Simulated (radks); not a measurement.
# Tm²⁺ in [Xe] 4f13: an all-electron calculation

Aim: the levels, the sizes of the orbitals and the parts of the energy of the thulium ion Tm2+.

Program: radks (a radial shooting solver on a logarithmic mesh, Libxc functionals) version 1. Level of theory: Dirac Kohn-Sham, exchange-only PBE, spin-unpolarised, spherical densities, finite nucleus; open shells fill j = l - 1/2 first. These are calculated values, not measurements, unless marked.

## (1) Starting point

```
element            : thulium (Z = 69)
charge             : +2
electrons          : 67
configuration      : [Xe] 4f13
nuclear rms radius : 5.2256 fm
```

## (2) The run

Settings of this run:

```text
Z 69
configuration [Xe] 4f13
relativity Dirac
functional pbe,
spin unpolarised
j_filling energy
nucleus finite rms 5.2256 fm
c 137.035999084
```

Q: Predict the outcome of this run.

As calculated:

```
                        quantity                   value
                    total energy     -13576.0392 hartree
exchange-correlation share of it                  2.08 %
                            −T/E                  1.1073
          highest occupied level       4f7/2, -15.784 eV
    most extended occupied level  5p3/2, <r> = 1.50 bohr
 radius at density 0.001 e/bohr³               3.36 bohr
    maxima of the radial density                       4
         ionisation energy, NIST    23.66 (semi-emp.) eV
```

5 principal shells are occupied and 4 maxima appear in the radial density; where shells overlap, one shows as a shoulder or not at all. −T/E is 1.107: with relativity the kinetic term as defined here no longer equals −E. Minus the highest eigenvalue, 15.784 eV, is 67 % of the tabulated ionisation energy (23.66 eV); the potential of a semilocal functional falls off too fast, so its top eigenvalue is too shallow. Spin polarisation and multiplet splitting are left out.
